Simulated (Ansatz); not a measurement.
# CH6GeO (SMILES C[O][GeH3]): r2SCAN0/cc-pVDZ

What is the electronic atomisation energy of CH6GeO at r2SCAN0/cc-pVDZ? 

The calculation is run with Ansatz 0.2.0.

64 further runs of the same task are left out: 64 set aside as unsound or not needed.

### 1 The molecule

CH6GeO: 9 atoms, total charge 0, spin state singlet. SMILES: `C[O][GeH3]`. The shape is that of a PBE0-D4/def2-TZVP optimisation.

Bond lengths: C1–O2 1.406 Å, O2–Ge3 1.779 Å, C1–H4 1.093 Å, C1–H5 1.099 Å, C1–H6 1.099 Å, Ge3–H7 1.542 Å, Ge3–H8 1.531 Å, Ge3–H9 1.542 Å. Some angles: C1–O2–Ge3 117.8°, O2–C1–H4 108.1°, O2–C1–H5 112.2°, O2–C1–H6 112.2°, O2–Ge3–H7 108.9°, O2–Ge3–H8 104.9°, O2–Ge3–H9 108.9°, H4–C1–H5 108.0°, H4–C1–H6 108.0°, H5–C1–H6 108.1°.

### 2 A single-point energy at r2SCAN0/cc-pVDZ

Input file input.yaml:

```yaml
crystal:
  periodic: [false, false, false]
  atoms:
    - symbol: C
      position_ang: [-0.461600, 0.939500, -0.879600]
    - symbol: O
      position_ang: [-0.657300, -0.383600, -0.447300]
    - symbol: Ge
      position_ang: [0.409500, -1.004400, 0.834300]
    - symbol: H
      position_ang: [-1.194400, 1.152600, -1.661500]
    - symbol: H
      position_ang: [0.540900, 1.094500, -1.301500]
    - symbol: H
      position_ang: [-0.607700, 1.666800, -0.069200]
    - symbol: H
      position_ang: [1.870200, -0.939000, 0.345100]
    - symbol: H
      position_ang: [-0.054100, -2.444000, 1.070300]
    - symbol: H
      position_ang: [0.242900, -0.128600, 2.092200]
basis:
  gaussian:
    orbitals: cc-pVDZ
total_charge: 0
hamiltonian:
  xc: {name: r2SCAN0}
accuracy: high
output: {orbitals: {seedname: orbitals}}
```

On the command line:

```console
$ ansatz run input.yaml --threads 1 --pin off --max-ram 3480MiB --events-out events.jsonl --progress --plain --runs-dir runs
```

What it wrote:

```text
Warning: RAYON_NUM_THREADS=1 ignored (pool sized by the plan → 1); use --threads N
Functional definition: r2SCAN0
  name "r2SCAN0"
  parameter a = 0.25
  parameter k0 = 0.174
  parameter k1 = 0.065
  parameter a1 = 4.9479
  exchange = (1 - a)*r2scan_x(k0 = k0, k1 = k1, a1 = a1) + a*exact_x
  correlation = r2scan_c
2014 factors; integrals over basis functions are off by at most 4.4e-9 eV
mean field evaluation 1: about -59692.7678 eV, gradient 4.0e1 eV
mean field evaluation 2: about -59688.5806 eV, gradient 6.1e1 eV
mean field evaluation 4: about -59695.9643 eV, gradient 2.2e0 eV
mean field evaluation 8: about -59696.1390 eV, gradient 8.2e-2 eV
mean field evaluation 16: about -59696.1390 eV, gradient 3.9e-6 eV
mean field -59696.13897816 eV, -2193.7926439512 hartree, gradient 2.4e-8 eV, S^2 0.000000; 0 other end points of the search recorded, 0 dependent functions left out
reference -59696.13897879 eV, -2193.7926439743 hartree; 26, 26 occupied and 59, 59 virtual orbitals, 2014 factors
Total energy: -59696.13897879 eV, -2193.7926439743 hartree
```

Run time: 13 s. Hardware: 1 thread of Arm Neoverse V2, shared host; peak memory 0.35 GiB.

### 3 The C atom

Input file input.yaml:

```yaml
crystal:
  periodic: [false, false, false]
  atoms:
    - {symbol: C, position_ang: [0.000000, 0.000000, 0.000000]}
basis:
  gaussian:
    orbitals: cc-pVDZ
accuracy: high
magnetization:
  spin_polarized: true
  initial_magnetization: 2
hamiltonian:
  xc: {name: r2SCAN0}
```

Run the same way, it converges to -37.82786 Eh (log not shown).

### 4 The Ge atom, same level

Input file job.yaml:

```yaml
crystal:
  periodic: [false, false, false]
  atoms:
    - {symbol: Ge, position_ang: [0.000000, 0.000000, 0.000000]}
basis:
  gaussian: {orbitals: cc-pVDZ}
magnetization: {spin_polarized: true, initial_magnetization: 2}
hamiltonian: {xc: {name: r2SCAN0}}
accuracy: high
```

Run the same way, it converges to -2076.85877 Eh (log not shown).

### 5 The H atom, same level

Input file in.yaml:

```yaml
crystal:
  periodic: [false, false, false]
  atoms:
    - symbol: H
      position_ang: [0.000000, 0.000000, 0.000000]
basis:
  gaussian: {orbitals: cc-pVDZ}
magnetization: {spin_polarized: true, initial_magnetization: 1}
hamiltonian: {xc: {name: r2SCAN0}}
accuracy: high
```

Run the same way, it converges to -0.49923 Eh (log not shown).

### 6 The O atom, same level

Input file job.yaml:

```yaml
crystal:
  periodic: [false, false, false]
  atoms:
    - {symbol: O, position_ang: [0.000000, 0.000000, 0.000000]}
basis:
  gaussian:
    orbitals: cc-pVDZ
magnetization:
  spin_polarized: true
  initial_magnetization: 2
hamiltonian:
  xc: {name: r2SCAN0}
accuracy: high
```

Run the same way, it converges to -75.03134 Eh (log not shown).

### 7 Outcome

Level: r2SCAN0/cc-pVDZ.

```
                     quantity           value
       molecule: total energy  -2193.79264 Eh
        molecule: HOMO energy        -7.81 eV
        molecule: LUMO energy         0.82 eV
      molecule: HOMO–LUMO gap         8.63 eV
         C atom: total energy    -37.82786 Eh
                 C atom: ⟨S²⟩           2.005
        Ge atom: total energy  -2076.85877 Eh
                Ge atom: ⟨S²⟩           2.005
         H atom: total energy     -0.49923 Eh
                 H atom: ⟨S²⟩           0.750
         O atom: total energy    -75.03134 Eh
                 O atom: ⟨S²⟩           2.003
electronic atomisation energy       29.370 eV
```

Taking the molecule apart into free atoms costs 29.37 eV (677 kcal/mol), before zero-point energy and without spin-orbit coupling.
